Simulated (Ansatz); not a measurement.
Task: a single point from a YAML input of RbTlI3, space group Fm-3m, with the Python package of Ansatz (0.2.0). Give the script and its output. Settings: PBEsol, PAW, cutoff 422 eV, 3×3×3 k-points, cold smearing of 0.1 eV, D4 dispersion.

Input file `scf.yaml`:
```yaml
crystal:
  lattice:
    - [0.0, 6.290575, 6.290575]
    - [6.290575, 0.0, 6.290575]
    - [6.290575, 6.290575, 0.0]
  atoms:
    - { symbol: Rb, position: [0.75, 0.75, 0.75] }
    - { symbol: Rb, position: [0.25, 0.25, 0.25] }
    - { symbol: Tl, position: [0.5, 0.5, 0.5] }
    - { symbol: Tl, position: [0.0, 0.0, 0.0] }
    - { symbol: I, position: [0.75733, 0.24267, 0.24267] }
    - { symbol: I, position: [0.24267, 0.24267, 0.75733] }
    - { symbol: I, position: [0.24267, 0.75733, 0.75733] }
    - { symbol: I, position: [0.24267, 0.75733, 0.24267] }
    - { symbol: I, position: [0.75733, 0.24267, 0.75733] }
    - { symbol: I, position: [0.75733, 0.75733, 0.24267] }
kpoints:
  mp_grid: { kspacing: 0.3 }
hamiltonian:
  xc: pbesol
  dispersion: d4
scf:
  occupations: { method: cold, width: 0.1 }
  algorithm: direct_min
basis:
  ecutwfc: "31 Ry"
  ecutrho_ratio: 4
output:
  forces: true
```

`rbtli3_yaml_run.py`:
```python
"""RbTlI3 from YAML text."""

import ansatz as az
import yaml

with open("scf.yaml") as handle:
    tree = yaml.safe_load(handle)
print("sections:", list(tree))
res = az.Session.from_dict(tree).plan(threads=1).execute()
summary = res.report

for key in ("converged", "n_iterations", "n_electrons", "n_kpoints", "n_pw", "n_symmetry_ops", "free_energy_ev", "fermi_energy_ev"):
    print(f"{key:18s} {summary[key]}")

# forces, one row an atom
print("forces (eV/A)")
for site, force in zip(res.lattice.sites, summary["forces_ev_ang"]):
    print(f"  {site.symbol:2s} {force[0]:9.4f} {force[1]:9.4f} {force[2]:9.4f}")
```

```console
$ python rbtli3_yaml_run.py
sections: ['crystal', 'kpoints', 'hamiltonian', 'scf', 'basis', 'output']
converged          True
n_iterations       12
n_electrons        146.0
n_kpoints          4
n_pw               9841
n_symmetry_ops     48
free_energy_ev     -73627.97714542483
fermi_energy_ev    3.371633154738113
forces (eV/A)
  Rb    0.0000   -0.0000    0.0000
  Rb    0.0000    0.0000    0.0000
  Tl    0.0000    0.0000    0.0000
  Tl   -0.0000    0.0000    0.0000
  I    -0.0591   -0.0000    0.0000
  I     0.0000    0.0000   -0.0591
  I     0.0591    0.0000    0.0000
  I    -0.0000   -0.0591    0.0000
  I     0.0000    0.0591   -0.0000
  I    -0.0000    0.0000    0.0591
```

These settings explore the input space; cutoff and mesh may be short of convergence. Only differences from the Fermi energy are physical; the zero of the scale is a convention. An opening on this mesh may only mean that it misses a point where bands touch. Spin-orbit coupling, which matters for elements this heavy, is left out. This cell is a computed structure, which may not be the phase found in nature. Timing: 96 s on 1 thread of Arm Neoverse V1, on a shared host, peak memory 0.99 GiB.
